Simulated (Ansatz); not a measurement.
# Mn2AlCu3: the cost of one run

Computed with Ansatz 0.2.0 (DFT PBE, scalar-relativistic, plane waves, PAW, unless a step's input says otherwise).

### Step 1. The starting structure

The structure is trigonal, space group R-3m (No. 166). The conventional cell has a = 4.834 Å, b = 4.834 Å, c = 11.901 Å, α = 90.00°, β = 90.00°, γ = 120.00°. Mn (site symmetry 3m) has 3 Al at 2.83 Å and 9 Cu at 2.83 to 2.84 Å and 4 Mn at 2.95 to 3.00 Å as nearest neighbours. Al (site symmetry -3m) has 6 Cu at 2.43 Å as nearest neighbours. Around Cu (site symmetry 2/m) lie 4 Cu at 2.42 Å and 2 Al at 2.43 Å.

As a file:

```
CELL_PARAMETERS angstrom
2.41719 1.39557 3.96713
-2.41719 1.39557 3.96713
0.00000 -2.79113 3.96713
ATOMIC_POSITIONS crystal
Mn 0.87398 0.87398 0.87398
Mn 0.12602 0.12602 0.12602
Al 0.50000 0.50000 0.50000
Cu 0.50000 0.00000 0.50000
Cu 0.50000 0.50000 0.00000
Cu 0.00000 0.50000 0.50000
```

The start is a polymorph listed in a database, not an invented cell.

### Step 2. A first look at the guess

input.yaml reads:

```yaml
crystal:
  lattice:
    - [2.41719011, 1.39556536, 3.96712828]
    - [-2.41719011, 1.39556536, 3.96712828]
    - [0.0, -2.79113072, 3.96712828]
  atoms:
    - { symbol: Mn, position: [0.87397802, 0.87397802, 0.87397802], spin: -4.0 }
    - { symbol: Mn, position: [0.12602198, 0.12602198, 0.12602198], spin: 4.0 }
    - { symbol: Al, position: [0.5, 0.5, 0.5] }
    - { symbol: Cu, position: [0.5, 0.0, 0.5] }
    - { symbol: Cu, position: [0.5, 0.5, 0.0] }
    - { symbol: Cu, position: [0.0, 0.5, 0.5] }
basis:
  ecutwfc: 420
kpoints:
  mp_grid: { grid: [6, 6, 6] }
hamiltonian:
  xc: pbe
scf:
  occupations: { method: gaussian, width: 0.1 }
  lower_state_search: "off"
output:
  forces: true
  stress: true
  eigenvalues: true
  populations: true
magnetization:
  spin_polarized: true
```

On the command line:

```bash
> ansatz run input.yaml --threads 1 --pin off --max-ram 2560MiB --backend cpu --events-out ev --progress --plain --runs-dir out
```

**Question.** How long does this run take on 1 thread of Arm Neoverse V1, shared host, and how much memory does it need?

About 61 s, with a peak of 0.49 GiB.
